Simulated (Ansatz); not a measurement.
# BC5: the cost of one run

Method: DFT PBE, scalar-relativistic, plane waves, PAW, in Ansatz 0.2.0.

3 further runs of the same task are left out: 2 that didn't finish, 1 set aside as unsound or not needed.

## 1. The system as given

It takes space group P6/mmm (No. 191, hexagonal). The conventional cell has a = 4.788 Å, b = 4.788 Å, c = 3.833 Å, α = 90.00°, β = 90.00°, γ = 120.00°. B (site symmetry 6/mmm) has 18 C at 2.76 to 3.07 Å in its first shell of neighbours. Around C (site symmetry mmm) lie 8 C at 2.36 to 2.39 Å. C (site symmetry -6m2) is surrounded by 6 C at 2.36 Å.

Structure file:

```cif
data_structure
_symmetry_space_group_name_H-M 'P6/mmm'
_symmetry_Int_Tables_number 191
_cell_length_a 4.7880
_cell_length_b 4.7880
_cell_length_c 3.8327
_cell_angle_alpha 90.000
_cell_angle_beta 90.000
_cell_angle_gamma 120.000
_cell_volume 76.09
loop_
_atom_site_label
_atom_site_type_symbol
_atom_site_symmetry_multiplicity
_atom_site_Wyckoff_symbol
_atom_site_fract_x
_atom_site_fract_y
_atom_site_fract_z
_atom_site_occupancy
B1 B 1 a 0.00000 0.00000 0.00000 1
C1 C 3 g 0.00000 0.50000 0.50000 1
C2 C 2 c 0.33333 0.66667 0.00000 1
```

The cell is invented: species swapped into a database cell of TbCo5 (P6/mmm, No. 191), with B on the Tb sites and C on the Co sites. Lengths come from tabulated atomic sizes and are only a guess.

## 2. The guess as it stands, on a coarse mesh

Contents of input.yaml:

```yaml
crystal:
  lattice:
    - [4.78797594, 0.0, 0.0]
    - [-2.39398797, 4.1465088, 0.0]
    - [0.0, 0.0, 3.83273666]
  atoms:
    - { symbol: B, position: [0.0, 0.0, 0.0] }
    - { symbol: C, position: [0.0, 0.5, 0.5] }
    - { symbol: C, position: [0.33333333, 0.66666667, 0.0] }
    - { symbol: C, position: [0.66666667, 0.33333333, 0.0] }
    - { symbol: C, position: [0.5, 0.0, 0.5] }
    - { symbol: C, position: [0.5, 0.5, 0.5] }
basis:
  ecutwfc: 420
kpoints:
  mp_grid: { grid: [6, 6, 4] }
hamiltonian:
  xc: pbe
scf:
  occupations: { method: gaussian, width: 0.1 }
  lower_state_search: "off"
output:
  forces: true
  stress: true
  eigenvalues: true
```

Started as:

```bash
$ ansatz run input.yaml --threads 1 --pin off --max-ram 2560MiB --backend cpu --events-out ev --progress --plain --runs-dir out
```

What time and memory should one allow on 1 thread of Arm Neoverse V2, shared host?

About 1.4 s, with a peak of 0.31 GiB.
